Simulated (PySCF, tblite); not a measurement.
# C₆H₁₁B: geometry, infrared bands and NMR shifts

Aim: predict the infrared bands and NMR shifts of C₆H₁₁B (`CC#CCB(C)C`).

Programs: tblite 0.8.0 and PySCF 2.14.0, with density-fitted response routines of our own. Each step states its level of theory. These are calculated values for one molecule in the gas phase, unless marked as measured. Atoms count from 0, in the outputs and in this text.

## Step 1: The molecule as given

18 atoms, charge 0, multiplicity 1; geometry from: force field or distance geometry start.

Bonds of the start (Å): C0–C1 1.47, C1–C2 1.20, C2–C3 1.49, C3–B4 1.59, B4–C5 1.60, B4–C6 1.59, C0–H7 1.11, C0–H8 1.09, C0–H9 1.10, C3–H10 1.11, C3–H11 1.13, C5–H12 1.11, C5–H13 1.08, C5–H14 1.12, C6–H15 1.10, C6–H16 1.12, C6–H17 1.12.

## Step 2: Geometry optimisation with GFN2-xTB

Job settings and geometry (Å):

```
{"job": {"kind": "relax", "xc": "GFN2-xTB", "basis": "xTB"}, "charge": 0, "multiplicity": 1}
C      3.459600    -0.057800     0.070600
C      2.057600    -0.460500     0.278500
C      0.928800    -0.826300     0.464400
C     -0.487800    -1.233500     0.649000
B     -1.442400    -0.184600    -0.064200
C     -0.687800     1.021400    -0.804200
C     -2.855400     0.248800     0.527500
H      4.131000    -0.937500    -0.036100
H      3.775400     0.495600     0.953700
H      3.526800     0.576700    -0.826500
H     -0.688300    -1.311600     1.738900
H     -0.607100    -2.240000     0.148000
H      0.109000     0.551200    -1.408500
H     -1.416500     1.575900    -1.378700
H     -0.187400     1.594700     0.016000
H     -3.477600    -0.591000     0.865800
H     -3.413300     0.742800    -0.307700
H     -2.733400     1.042200     1.307500
```

Started as:

```
OMP_NUM_THREADS=1 python probes_run.py task.json out
```

One launch serves the whole session: the jobs run in the order shown.

**Question.** This job is followed by: GFN2-xTB harmonic vibrations, gas phase; GIAO PBE0/pcSseg-1 NMR shielding, non-relativistic, gas phase. What will the session give for the following? strongest single infrared mode (GFN2-xTB); zero-point energy (GFN2-xTB); 13C shifts against TMS (PBE0/pcSseg-1, means over atoms taken as alike); 1H shifts against TMS (PBE0/pcSseg-1, means over atoms taken as alike); 11B shifts against BF3·OEt2 (PBE0/pcSseg-1).

As calculated:

| quantity | value |
| --- | --- |
| strongest single infrared mode (GFN2-xTB) | 1168 cm⁻¹, 182 km/mol |
| zero-point energy (GFN2-xTB) | 93.7 kcal/mol |
| 13C shifts against TMS (PBE0/pcSseg-1, means over atoms taken as alike) | 85.2, 81.0, 22.4, 15.7, 5.0 ppm |
| 1H shifts against TMS (PBE0/pcSseg-1, means over atoms taken as alike) | 2.25, 1.98, 1.01 ppm |
| 11B shifts against BF3·OEt2 (PBE0/pcSseg-1) | 89.6 ppm |

**Reading.** The optimisation took 68 steps and gained 0.609 eV; among the close pairs (by a distance rule), C2–C3 changed most, from 1.485 to 1.450 Å. No mode is imaginary among the 48: a minimum at this level. The strongest single mode, at 1168 cm⁻¹, moves mainly B4. Unscaled tight-binding wavenumbers are off by several per cent, some by more. Its intensities can rank the bands wrongly. At PBE0/pcSseg-1: The largest span, 263 ppm, is at C2, where the paramagnetic term is -161 ppm.
